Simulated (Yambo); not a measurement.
# AlCl (Fm-3m) in Yambo: notebook

Runs on AlCl. Level: PBE. Tasks: optical spectrum.

Everything below comes from runs of Yambo 5.3.0. Logs are shortened: lines on timing, memory, paths and dates and some standing lists are left out, and cuts for length are marked.

## 1. Starting point

It takes space group Fm-3m (No. 225, cubic). The conventional cell has a = 5.697 Å, b = 5.697 Å, c = 5.697 Å, α = 90.00°, β = 90.00°, γ = 90.00°. Al (site symmetry m-3m) is surrounded by 6 Cl at 2.85 Å. Cl (site symmetry m-3m) is surrounded by 6 Al at 2.85 Å.

The cell was built by a generator and needn't be a form met in nature.

## 2. Optical spectrum, PBE

Input file optics0.in:

```
optics
chi
Chimod= "IP"
% BndsRnXd
 1 | 34 |
%
% LongDrXd
 0 | 0 | 1 |
%
% QpntsRXd
 1 | 1 |
%
% EnRngeXd
 0 | 30 | eV
%
% DmRngeXd
 0.1 | 0.1 | eV
%
ETStpsXd= 150
```

Input file scf.in:

```
&CONTROL
  calculation = 'scf'
  prefix = 'pwscf'
  outdir = './tmp'
  pseudo_dir = './pseudo'
/
&SYSTEM
  ibrav = 0
  nat = 2
  ntyp = 2
  ecutwfc = 70
  nbnd = 15
  occupations = 'smearing'
  smearing = 'fd'
  degauss = 0.00367493
  force_symmorphic = .true.
/
&ELECTRONS
  conv_thr = 4d-10
  electron_maxstep = 120
  mixing_beta = 0.5
/
ATOMIC_SPECIES
Al    26.9815 Al_ONCV_PBE-1.2.upf
Cl    35.4500 Cl_ONCV_PBE-1.2.upf
CELL_PARAMETERS angstrom
   0.0000000000    2.8486347600    2.8486347600
   2.8486347600    0.0000000000    2.8486347600
   2.8486347600    2.8486347600    0.0000000000
ATOMIC_POSITIONS crystal
Al     0.5000000000    0.5000000000    0.5000000000
Cl     0.0000000000    0.0000000000    0.0000000000
K_POINTS automatic
12 12 12 0 0 0
```

Input file nscf.in:

```
&CONTROL
  calculation = 'nscf'
  prefix = 'pwscf'
  outdir = './tmp'
  pseudo_dir = './pseudo'
/
&SYSTEM
  ibrav = 0
  nat = 2
  ntyp = 2
  ecutwfc = 70
  nbnd = 34
  occupations = 'fixed'
  force_symmorphic = .true.
/
&ELECTRONS
  conv_thr = 1d-08
  diago_full_acc = .true.
  diago_thr_init = 1d-06
/
ATOMIC_SPECIES
Al    26.9815 Al_ONCV_PBE-1.2.upf
Cl    35.4500 Cl_ONCV_PBE-1.2.upf
CELL_PARAMETERS angstrom
   0.0000000000    2.8486347600    2.8486347600
   2.8486347600    0.0000000000    2.8486347600
   2.8486347600    2.8486347600    0.0000000000
ATOMIC_POSITIONS crystal
Al     0.5000000000    0.5000000000    0.5000000000
Cl     0.0000000000    0.0000000000    0.0000000000
K_POINTS automatic
12 12 12 0 0 0
```

Potentials or basis: SG15 PBE 1.2.

On the command line:

```
$ OMP_NUM_THREADS=1 pw.x -in scf.in > scf.out
$ OMP_NUM_THREADS=1 pw.x -in nscf.in > nscf.out
$ cd tmp/pwscf.save; p2y; mv SAVE ../..; cd ../..
$ OMP_NUM_THREADS=1 yambo
$ OMP_NUM_THREADS=1 yambo -F optics0.in -J optics0 -C optics0_out
```

Yambo's report:

```text
[... sections 02.01 to 02.04 as in the set-up run ...]

  [02.05] Energies & Occupations
  ==============================

  [X] === General ===
  [X] Electronic Temperature                        :  0.000000  0.000000 [eV K]
  [X] Bosonic    Temperature                        :  0.000000  0.000000 [eV K]
  [X] Finite Temperature mode                       : no
  [X] El. density                                   :  0.38934E+24 [cm-3]
  [X] Fermi Level                                   :  6.739362 [eV]

  [X] === Gaps and Widths ===
  [X] Conduction Band Min                           :  0.435362 [eV]
  [X] Valence Band Max                              :  0.000000 [eV]
  [X] Filled Bands                                  :   9
  [X] Empty Bands                                   :   10   34
  [X] Direct Gap                                    :  0.493160 [eV]
  [X] Direct Gap localized at k                     :  13
  [X] Indirect Gap                                  :  0.435362 [eV]
  [X] Indirect Gap between kpts                     :   7  13
  [X] Last valence band width                       :  4.053969 [eV]
  [X] 1st conduction band width                     :  4.983209 [eV]

 [03] Transferred momenta grid and indexing
 ==========================================

 IBZ Q-points                                      :   72
 BZ  Q-points                                      :  1728

 K/Q-points units:
 rlu = crystal or reduced units; cc = cartesian coordinates; iku = interal k-units

 Q [ 1]         [rlu]:  0.000000  0.000000  0.000000
 Q [ 2]         [rlu]:  0.18172E-17  0.18172E-17  0.83333E-01
 Q [ 3]         [rlu]:  0.16465E-17  0.16465E-17  0.16667
 Q [ 4]         [rlu]: -0.11408E-16 -0.11408E-16  0.25000
 Q [ 5]         [rlu]:  0.32931E-17  0.32931E-17  0.33333
 Q [ 6]         [rlu]: -0.33541E-16 -0.33541E-16  0.41667
 Q [ 7]         [rlu]:  0.22816E-16  0.22816E-16 -0.50000
 Q [ 8]         [rlu]: -0.15826E-17  0.83333E-01  0.83333E-01
 Q [ 9]         [rlu]:  0.87561E-17  0.83333E-01  0.16667
 Q [10]         [rlu]:  0.16465E-17  0.83333E-01  0.25000
 Q [11]         [rlu]: -0.74321E-17  0.83333E-01  0.33333
 Q [12]         [rlu]:  0.11245E-16  0.83333E-01  0.41667
 Q [13]         [rlu]:  0.14018E-16  0.83333E-01  0.50000
 Q [14]         [rlu]:  0.30121E-17  0.83333E-01 -0.41667
 Q [15]         [rlu]: -0.61422E-17  0.83333E-01 -0.33333
[... 33 lines left out ...]
 Q [49]         [rlu]:  0.083333  0.250000  0.333333
 Q [50]         [rlu]:  0.083333  0.250000  0.416667

 Remaining 22 points informations can be written running with -fatlog

 [04] Dipoles
 ============

  [04.01] Setup: observables and procedures
  =========================================

  [WF-Oscillators/G space/Transverse up loader] Normalization (few states)  min/max  :  0.26677E-16   1.0000

  [WR./optics0//ndb.dipoles]------------------------------------------------------
   Brillouin Zone Q/K grids (IBZ/BZ)                :    72  1728    72  1728
   RL vectors                                       :   4015 [WF]
   Fragmentation                                    : yes
   Electronic Temperature                           :  0.000000 [K]
   Bosonic    Temperature                           :  0.000000 [K]
   DIP band range                                   :    1   34
   DIP band range limits                            :   9  10
   DIP e/h energy range                             : -1.000000 -1.000000 [eV]
   RL vectors in the sum                            :   4015
   [r,Vnl] included                                 : yes
   Bands ordered                                    : yes
   Direct v evaluation                              : no
   Approach used                                    : G-space v
   Dipoles computed                                 : R V P [G-space]
   Wavefunctions                                    : Perdew, Burke & Ernzerhof(X)+Perdew, Burke & Ernzerhof(C)

  [WARNING] [r,Vnl^pseudo] included in position and velocity dipoles.

  [WARNING] In case H contains other non local terms, these are neglected

 [05] Optics
 ===========

 [X-CG] R(p) Tot o/o(of R):    11104   388800      100
```

Run time: 3.6 min. Hardware: 1 thread of Intel Xeon Platinum 8259CL at 2.50GHz (Skylake/Cascade Lake), shared host; peak memory 0.28 GiB.

What came out:

```yaml
Band_gap_on_the_k_mesh_mean-field_level: 0.44 eV, indirect (least direct gap 0.49 eV)
Absorption_peak: 0.60 eV
Electronic_dielectric_constant_along_the_field: 23.88
```

Dielectric function (along the field direction of the input):
```
energy (eV)  real part  imaginary part
       0.40      30.37           13.77
       0.81       8.44            9.14
       1.21      14.61            9.15
       1.81       9.67            6.81
       2.21       7.90            7.49
       2.82       7.30            6.35
       3.22       4.70           13.67
       3.83      -0.04            9.47
       4.23      -2.55            5.85
       4.83      -1.86            4.07
       5.23      -0.15            2.61
       5.84       1.48            4.00
       6.24       1.05            4.98
       6.85       1.07            3.46
       7.25       1.36            3.43
       7.85       1.05            4.34
       8.26       0.72            5.39
       8.86      -2.96            4.88
       9.26      -2.16            2.58
       9.87      -1.18            1.51
      10.27      -1.24            1.86
      10.87      -0.74            1.03
      11.28      -0.80            0.93
      11.88      -0.26            1.04
      12.28      -0.19            0.99
      12.89      -0.19            0.94
      13.29      -0.10            0.74
      13.89      -0.03            0.83
      14.30       0.15            0.77
      14.90       0.13            0.66
      15.30       0.19            0.72
      15.91       0.39            0.82
      16.31       0.35            0.75
      16.91       0.26            0.83
      17.32       0.26            0.73
      17.92       0.21            0.81
      18.32       0.26            0.63
      18.93       0.12            0.63
      19.33       0.10            0.55
      19.93       0.09            0.46
```

Energy-loss function:
```json
{"energy (eV)": "0.0", "loss": "0.005"}
{"energy (eV)": "1.2", "loss": "0.031"}
{"energy (eV)": "2.6", "loss": "0.095"}
{"energy (eV)": "3.8", "loss": "0.106"}
{"energy (eV)": "5.2", "loss": "0.381"}
{"energy (eV)": "6.4", "loss": "0.323"}
{"energy (eV)": "7.9", "loss": "0.218"}
{"energy (eV)": "9.1", "loss": "0.178"}
{"energy (eV)": "10.5", "loss": "0.360"}
{"energy (eV)": "11.7", "loss": "0.798"}
{"energy (eV)": "13.1", "loss": "1.152"}
{"energy (eV)": "14.3", "loss": "1.256"}
{"energy (eV)": "15.7", "loss": "1.256"}
{"energy (eV)": "16.9", "loss": "1.101"}
{"energy (eV)": "18.3", "loss": "1.368"}
{"energy (eV)": "19.5", "loss": "1.860"}
{"energy (eV)": "20.9", "loss": "1.919"}
{"energy (eV)": "22.1", "loss": "1.148"}
{"energy (eV)": "23.6", "loss": "0.999"}
{"energy (eV)": "24.8", "loss": "0.697"}
{"energy (eV)": "26.2", "loss": "0.317"}
{"energy (eV)": "27.4", "loss": "0.243"}
{"energy (eV)": "28.8", "loss": "0.227"}
{"energy (eV)": "30.0", "loss": "0.112"}
```

Caveat: independent-particle spectra lack excitons. A k mesh can miss the band edges.

## 3. Optical spectrum, PBE

Input file optics1.in:

```
optics
chi
Chimod= "HARTREE"
% BndsRnXd
 1 | 34 |
%
NGsBlkXd= 2 Ry
% LongDrXd
 0 | 0 | 1 |
%
% QpntsRXd
 1 | 1 |
%
% EnRngeXd
 0 | 15 | eV
%
% DmRngeXd
 0.2 | 0.2 | eV
%
ETStpsXd= 200
```

scf.in is that of step 2.

nscf.in is that of step 2.

Potentials or basis: SG15 PBE 1.2.

On the command line:

```
$ OMP_NUM_THREADS=1 pw.x -in scf.in > scf.out
$ OMP_NUM_THREADS=1 pw.x -in nscf.in > nscf.out
$ cd tmp/pwscf.save; p2y; mv SAVE ../..; cd ../..
$ OMP_NUM_THREADS=1 yambo
$ OMP_NUM_THREADS=1 yambo -F optics1.in -J optics1 -C optics1_out
```

Yambo's report:

```text
[... sections 02.01 to 02.04 as in the set-up run ...]

  [02.05] Energies & Occupations
  ==============================

  [X] === General ===
  [X] Electronic Temperature                        :  0.000000  0.000000 [eV K]
  [X] Bosonic    Temperature                        :  0.000000  0.000000 [eV K]
  [X] Finite Temperature mode                       : no
  [X] El. density                                   :  0.38934E+24 [cm-3]
  [X] Fermi Level                                   :  6.739362 [eV]

  [X] === Gaps and Widths ===
  [X] Conduction Band Min                           :  0.435362 [eV]
  [X] Valence Band Max                              :  0.000000 [eV]
  [X] Filled Bands                                  :   9
  [X] Empty Bands                                   :   10   34
  [X] Direct Gap                                    :  0.493160 [eV]
  [X] Direct Gap localized at k                     :  13
  [X] Indirect Gap                                  :  0.435362 [eV]
  [X] Indirect Gap between kpts                     :   7  13
  [X] Last valence band width                       :  4.053969 [eV]
  [X] 1st conduction band width                     :  4.983209 [eV]
[... 60 lines left out ...]

 Remaining 22 points informations can be written running with -fatlog

 [04] Dipoles
 ============

  [04.01] Setup: observables and procedures
  =========================================

  [WF-Oscillators/G space/Transverse up loader] Normalization (few states)  min/max  :  0.26677E-16   1.0000

  [WR./optics1//ndb.dipoles]------------------------------------------------------
   Brillouin Zone Q/K grids (IBZ/BZ)                :    72  1728    72  1728
   RL vectors                                       :   4015 [WF]
   Fragmentation                                    : yes
   Electronic Temperature                           :  0.000000 [K]
   Bosonic    Temperature                           :  0.000000 [K]
   DIP band range                                   :    1   34
   DIP band range limits                            :   9  10
   DIP e/h energy range                             : -1.000000 -1.000000 [eV]
   RL vectors in the sum                            :   4015
   [r,Vnl] included                                 : yes
   Bands ordered                                    : yes
   Direct v evaluation                              : no
   Approach used                                    : G-space v
   Dipoles computed                                 : R V P [G-space]
   Wavefunctions                                    : Perdew, Burke & Ernzerhof(X)+Perdew, Burke & Ernzerhof(C)

  [WARNING] [r,Vnl^pseudo] included in position and velocity dipoles.

  [WARNING] In case H contains other non local terms, these are neglected

 [05] Optics
 ===========

 [X-CG] R(p) Tot o/o(of R):    11104   388800      100
```

o-optics1.eps_q1_inv_rpa_dyson:

```text
# Absorption @ Q(1):   0.00000000      0.00000000      1.00000000    [q->0 direction]
#
# [ X ] Hartree size                              :  27
# [GEN] GF Energies                               : Perdew, Burke & Ernzerhof(X)+Perdew, Burke & Ernzerhof(C)
# [GEN] Green`s Function                          : T-ordered
#
# [GEN] Gauge                                     : Length
# [GEN] [r,Vnl] included                          : yes
#
#    E[1] [eV]          Im(eps)            Re(eps)            Im(eps_o)          Re(eps_o)
#
        0.000000           4.690002           21.33736           4.856376           22.73725
        0.075377           4.869419           21.43593           5.037214           22.83811
        0.150754           5.450013           21.71556           5.622225           23.12463
        0.226131           6.566882           22.09985           6.746994           23.52045
        0.301508           8.444199           22.33949           8.636471           23.77617
        0.376884           11.21057           21.77477           11.41984           23.23167
[... 192 lines left out ...]
        14.92462           0.499884           0.241376           0.729797           0.165351
        15.00000           0.488422           0.263799           0.728449           0.194334
#
```

It took 3.8 min on 1 thread of Intel Xeon Platinum 8259CL at 2.50GHz (Skylake/Cascade Lake), shared host; peak memory 0.79 GiB.

Results:

| Quantity | Value |
| --- | --- |
| Band gap on the k mesh, mean-field level | 0.44 eV, indirect (least direct gap 0.49 eV) |
| Absorption peak | 0.53 eV |
| Electronic dielectric constant along the field | 21.34 |
| Electronic dielectric constant along the field, independent particles | 22.74 |

Dielectric function (along the field direction of the input):
| energy (eV) | real part | imaginary part |
| --- | --- | --- |
| 0.30 | 22.34 | 8.44 |
| 1.06 | 9.30 | 8.00 |
| 1.81 | 7.24 | 7.22 |
| 2.56 | 4.81 | 6.92 |
| 3.39 | 2.90 | 9.33 |
| 4.15 | -0.74 | 7.54 |
| 4.90 | -0.99 | 4.35 |
| 5.65 | 0.72 | 3.27 |
| 6.48 | 0.14 | 2.93 |
| 7.24 | 0.82 | 2.68 |
| 7.99 | 0.96 | 3.10 |
| 8.74 | 0.02 | 4.14 |
| 9.57 | -1.21 | 2.25 |
| 10.33 | -0.67 | 1.74 |
| 11.08 | -0.51 | 1.28 |
| 11.83 | -0.23 | 0.97 |
| 12.66 | -0.12 | 0.91 |
| 13.42 | 0.01 | 0.64 |
| 14.17 | 0.14 | 0.57 |
| 15.00 | 0.26 | 0.49 |

Caveat: these spectra lack excitons.
